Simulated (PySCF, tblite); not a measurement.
**C5H11BCl2Ge: geometry, infrared bands and NMR shifts**

Wanted: the infrared bands and NMR shifts of C5H11BCl2Ge (`Cl[B](Cl)[GeH2][CH]1CCCC1`), by calculation.

Programs: tblite 0.8.0 and PySCF 2.14.0, with density-fitted response routines of our own. Each step states its level of theory. These are calculated values for one molecule in the gas phase, unless marked as measured. Atoms are numbered from 0 throughout.

**1. Starting geometry**

20 atoms, charge 0, multiplicity 1; geometry from: force field or distance geometry start.

Bonds of the start (Å): Cl0–B1 1.85, B1–Cl2 1.84, B1–Ge3 2.01, Ge3–C4 1.95, C4–C5 1.52, C5–C6 1.52, C6–C7 1.53, C7–C8 1.52, C8–C4 1.52, Ge3–H9 1.55, Ge3–H10 1.56, C4–H11 1.11, C5–H12 1.12, C5–H13 1.11, C6–H14 1.12, C6–H15 1.11, C7–H16 1.11, C7–H17 1.10, C8–H18 1.10, C8–H19 1.12.

**2. Relaxing the molecule with GFN2-xTB**

Job settings and geometry (Å):

```
{"job": {"kind": "relax", "xc": "GFN2-xTB", "basis": "xTB"}, "charge": 0, "multiplicity": 1}
Cl     4.341700    -0.526900    -1.262900
B      3.299800     0.020900     0.157800
Cl     3.715500     1.576200     1.058600
Ge     1.660700    -1.027300     0.670600
C      0.086300     0.108200     0.501300
C     -1.203300    -0.629800     0.819200
C     -2.288200     0.095700     0.036100
C     -1.584200     0.875700    -1.071600
C     -0.092500     0.599400    -0.930300
H      1.517300    -2.264800    -0.250400
H      1.781200    -1.508600     2.148300
H      0.191800     0.980200     1.176700
H     -1.408600    -0.613100     1.924400
H     -1.134600    -1.685400     0.471900
H     -2.833800     0.805000     0.711700
H     -3.020300    -0.634500    -0.366400
H     -1.950500     0.547100    -2.072000
H     -1.792700     1.953500    -0.961000
H      0.202900    -0.182700    -1.650800
H      0.506400     1.521800    -1.114200
```

Run with:

```bash
OMP_NUM_THREADS=1 python probes_run.py task.json out
```

The driver reads the jobs from task.json and runs them one after another.

**Question.** This job is followed by: GFN2-xTB harmonic vibrations, gas phase; GIAO PBE0/pcSseg-1 NMR shielding, non-relativistic, gas phase. What will the session give for the following? strongest single infrared mode (GFN2-xTB); zero-point energy (GFN2-xTB); 13C shifts against TMS (PBE0/pcSseg-1, means over atoms taken as alike); 1H shifts against TMS (PBE0/pcSseg-1, means over atoms taken as alike); 35Cl shifts against HCl (PBE0/pcSseg-1, means over atoms taken as alike); 11B shifts against BF3·OEt2 (PBE0/pcSseg-1); 73Ge shifts against GeMe4 (PBE0/pcSseg-1); surface potential, 1st and 99th percentile.

**Answer**, as computed:

| quantity | value |
| --- | --- |
| strongest single infrared mode (GFN2-xTB) | 2028 cm⁻¹, 439 km/mol |
| zero-point energy (GFN2-xTB) | 93.8 kcal/mol |
| 13C shifts against TMS (PBE0/pcSseg-1, means over atoms taken as alike) | 36.0, 31.7, 27.0 ppm |
| 1H shifts against TMS (PBE0/pcSseg-1, means over atoms taken as alike) | 3.57, 1.89, 1.81, 1.64, 1.23, 1.22 ppm |
| 35Cl shifts against HCl (PBE0/pcSseg-1, means over atoms taken as alike) | 391 ppm |
| 11B shifts against BF3·OEt2 (PBE0/pcSseg-1) | 76.3 ppm |
| 73Ge shifts against GeMe4 (PBE0/pcSseg-1) | -212 ppm |
| surface potential, 1st and 99th percentile | -0.30 V and 0.98 V |

In words: The optimisation took 60 steps and gained 0.537 eV; among the close pairs (by a distance rule), Cl0–B1 changed most, from 1.845 to 1.707 Å. All 54 modes are real, so the xTB geometry is a minimum. The strongest single mode, at 2028 cm⁻¹, moves mainly H9 and H10. Unscaled tight-binding wavenumbers are off by several per cent, some by more. Its intensities can rank the bands wrongly. At PBE0/pcSseg-1: The largest span, 722 ppm, is at Cl0, Cl2, where the paramagnetic term is -589 ppm. At PBE0/pcSseg-1, counted by nearest atom on the grid, the HOMO lies on C4 21 %; Ge3 18 %, the LUMO on B1 57 %; Cl0, Cl2 about 13 % each. Spin-orbit coupling is left out, which matters for shieldings and couplings at and beside the heavy atoms.
